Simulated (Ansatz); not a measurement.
Runs of Ansatz 0.2.0 on Hf2Pd2Se2Br2O3. The typed cell holds 11 atoms: a = 5.607 Å, b = 5.574 Å, c = 8.642 Å, α = 75.02°, β = 81.24°, γ = 74.12°. The cell was built by a generator and needn't be a form met in nature.

```csv
task,level,potentials or basis,cell,k mesh,cutoff (eV),points for each segment of the path,gap on the mesh (eV),pressure (GPa),largest force (eV/Å)
relaxation of cell and atoms,PBEsol,Ansatz PAW,relaxed,4 × 4 × 3,420,-,none,0.0,0.01
single point,PBE,Ansatz PAW,as given,5 × 5 × 4,420,-,none,-0.1,(c)
band structure,PBEsol,Ansatz PAW,as given,5 × 5 × 4,420,10,none,(b),(a)
single point,PBE,SPMS NC,as given,5 × 5 × 4,1034,-,none,-0.4,0.24
single point,PBE,PseudoDojo standard (PBE files),as given,5 × 5 × 4,1170,-,none,-0.5,0.23
band structure,revPBE,Ansatz PAW,as given,5 × 5 × 4,420,10,none,1.6,0.16
```

Alike in all rows: no spin polarisation; smearing fermi-dirac 0.05 eV.

Problem. Estimate the missing entries.

Solution. (a) 0.36; (b) -3.6; (c) 0.04.

Caveats: the PAW data sets come from PBE, with cores solved anew for the run's functional, which leaves a small shift of forces and pressure (some runs); the plane-wave basis is chosen anew once the cell has moved, so the energies of steps on either side of that aren't comparable (some runs); the potentials were made for another functional, which shifts forces and pressure (some runs).

A k mesh can miss the band edges, and the runs leave out spin-orbit coupling on Br, Hf, Pd, Se.

A gap of «none» marks a metal or a gap under the smearing width.

Not every run made on this cell is shown here.
